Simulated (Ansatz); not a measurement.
**AlBN in Ansatz: the effect of exact exchange**

AlBN:

```
Al B N
1.0
     2.64562    0.00000    0.00000
     0.00000    2.64562    0.00000
     0.00000    0.00000    5.40264
Al B N
1 1 1
Cartesian
  1.3228 1.3228 0.0000
  1.3228 1.3228 2.7013
  0.0000 0.0000 0.0000
```

The cell was built by a generator and needn't be a form met in nature.

Alike in all runs:

| Quantity | Value |
| --- | --- |
| Program | Ansatz 0.2.0 |
| Task | single point |
| Functional | HSE06 form with a typed share of exact exchange |
| Potentials or basis | Ansatz PAW |
| Cutoff | 420 eV (not typed: the program's choice for these potentials) |
| k mesh | 5 × 5 × 3 |
| Occupations | fermi-dirac, width 0.05 eV |
| Spin | no spin polarisation |

| exact exchange | pressure (GPa) |
| --- | --- |
| 0.05 | -0.3 |
| 0.1 | ? |
| 0.15 | -1.6 |
| 0.2 | -2.2 |
| 0.25 | -2.8 |
| 0.3 | -3.4 |
| 0.4 | -4.5 |
| 0.5 | -5.5 |

Q: What does the run with exact exchange 0.1 give?

A: Pressure -1.0 GPa.

Worked out: A parabola through the other rows of the pressure, of slope -13 GPa per unit of exact exchange there, gives -1.0 GPa, against the run's -1.0.

Caveats: all runs use coarse meshes; the PAW data sets come from PBE, with cores solved anew for the run's functional, which leaves a small shift of forces and pressure; the thresholds are loose for stress.
